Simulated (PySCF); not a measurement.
# The bond of Cs₂−, level by level

Aim: find the lowest electronic state of Cs₂−, scan its bond at several levels of theory, and get bond length, wavenumber and dissociation energy from each curve.

Method: Cs def2-SVPD with ECP46, scalar-relativistic core potentials; program: PySCF 2.14.0.

4 further runs of the same task are left out: 4 set aside as unsound or not needed.

### Step 1. The job

A driver script around PySCF takes these settings:

| Quantity | Value |
| --- | --- |
| atoms | Cs, Cs |
| charge | -1 |
| basis | Cs def2-SVPD with ECP46 |
| Hamiltonian | scalar-relativistic core potentials |
| basis functions | 54 |
| electrons treated | 19 |
| masses in u | 132.9054, 132.9054 |
| levels | PBE0, PBE, r²SCAN, r²SCAN0, PW91, M06, MP2, SCS-MP2 |
| grid | 80 radial by 434 angular points |
| occupations | held fixed by the projection of orbital angular momentum |
| dissociation limit | Cs + Cs−, each in its ground configuration |
| starting distance in angstrom | 4.510 |
| values of 2S to try | 1, 3 |

Run with:

```
OMP_NUM_THREADS=1 python dia.py task.json out
```

The runs that follow: PBE0 along the bond; PBE; r²SCAN (meta-GGA); r²SCAN0 (hybrid meta-GGA); PW91 (GGA); M06.

**Question.** What will these runs give? Wanted: for each run, Re; ωe; De.

The runs gave:

Lowest PBE0 solution found, without spin–orbit coupling: ²Σu⁺ (doublet), unpaired electrons σ ↑.

```
       level  Re (Å)  ωe (cm⁻¹)  De (eV)
    ROHF-MP2   5.269       26.2    0.405
ROHF-SCS-MP2   5.361       25.2    0.393
         PBE   5.284       25.0     0.53
        PW91   5.269       25.2     0.55
      r²SCAN   5.473       24.1     0.51
        PBE0   5.335       25.3    0.496
     r²SCAN0   5.446       24.7     0.51
         M06   4.800       32.1     0.55
```

De is counted to Cs + Cs− in their ground configurations. ⟨S²⟩ is off the pure value of 0.75 by over a tenth at r²SCAN 0.90, PBE0 0.83, r²SCAN0 0.90.

The methods spread over 0.673 Å in bond length, from M06 to r²SCAN. Of the levels with a De here, ROHF-SCS-MP2 gives the least (0.393 eV) and PW91 the most (0.55 eV).

Spin–orbit coupling is left out. With some functionals the highest level of the anion is positive, from self-interaction error or because the anion is truly unbound there; the finite basis then holds the extra electron, and no neutral molecule was run to test the binding. With spin–orbit coupling the term label itself may not hold.
